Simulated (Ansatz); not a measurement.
**TaN: an axial (c/a) deformation path**

One table from this session's results is given with a row withheld; the runs are named, their logs left out.

Program: Ansatz 0.2.0. Level of theory: DFT r2SCAN, scalar-relativistic, plane waves, PAW. These are calculated values, not measurements.

**The system as given**

The structure is hexagonal, space group P-6m2 (No. 187). Conventional cell: a = 2.938 Å, b = 2.938 Å, c = 2.883 Å, α = 90.00°, β = 90.00°, γ = 120.00°. Around Ta (site symmetry -6m2) lie 6 N at 2.23 Å. N (site symmetry -6m2) has 6 Ta at 2.23 Å as nearest neighbours.

Coordinates:

```
CELL_PARAMETERS angstrom
2.93800 0.00000 0.00000
-1.46900 2.54438 0.00000
0.00000 0.00000 2.88300
ATOMIC_POSITIONS crystal
Ta 0.33333 0.66667 0.50000
N 0.00000 0.00000 0.00000
```

The cell is taken as given, not relaxed at this level.

Set-up of the first run:

input.yaml

```yaml
crystal:
  lattice:
    - [2.9379988584, 0.0, 0.0]
    - [-1.4689994292, 2.5443816477, 0.0]
    - [0.0, 0.0, 2.883]
  atoms:
    - { symbol: Ta, position: [0.3333333333, 0.6666666667, 0.5] }
    - { symbol: "N", position: [0.0, 0.0, 0.0] }
basis:
  ecutwfc: 500
kpoints:
  mp_grid: { grid: [24, 24, 18] }
hamiltonian:
  xc: r2scan
scf:
  occupations: { method: gaussian, width: 0.15 }
output:
  forces: true
  stress: true
  eigenvalues: true
  write_density: true
  write_potential: true
  elf: true
  volumetric_format: npy
```

The run is started by

```sh
ansatz run input.yaml --threads 1 --pin off --max-ram 2560MiB --backend cpu --events-out ev --progress --plain --runs-dir out
```

Steps of the session up to this table: The reference: the undisturbed cell on the scan's mesh; ρ = 0.850; Point ρ = 1.200; Point ρ = 0.920; Point ρ = 1.100; Point ρ = 0.960; ρ = 1.050; ρ = 0.800; ρ = 1.300.

One table of the session follows, with a row left open; its other results are not shown here.

The scan, with free energies counted from the undisturbed cell:

| ρ | ΔE (meV/atom) | pressure (GPa) |
| --- | --- | --- |
| 0.800 | 807.4 | 19.2 |
| 0.850 | 422.4 | 11.1 |
| 0.920 | 109.6 | 3.7 |
| 0.960 | 26.7 | 1.3 |
| 1.000 | 0.0 | -0.2 |
| 1.050 | 33.9 | -1.0 |
| 1.100 | 132.1 | -1.0 |
| 1.200 | ? | ? |
| 1.300 | 1011.6 | 5.5 |

Estimate the missing values for ρ = 1.200.

Worked estimate for «ΔE (meV/atom)». A straight line through the neighbours (1.100, 132.1) and (1.300, 1011.6) gives 132.1 + (1011.6 − 132.1) × (1.200 − 1.100) / (1.300 − 1.100) = 571.8; a parabola fitted to 3 rows on both sides gives 474.5.

**Answer.** ΔE (meV/atom): 488.1; pressure (GPa): 1.2. In «ΔE (meV/atom)» the line misses by +83.7 and the parabola by -13.6.
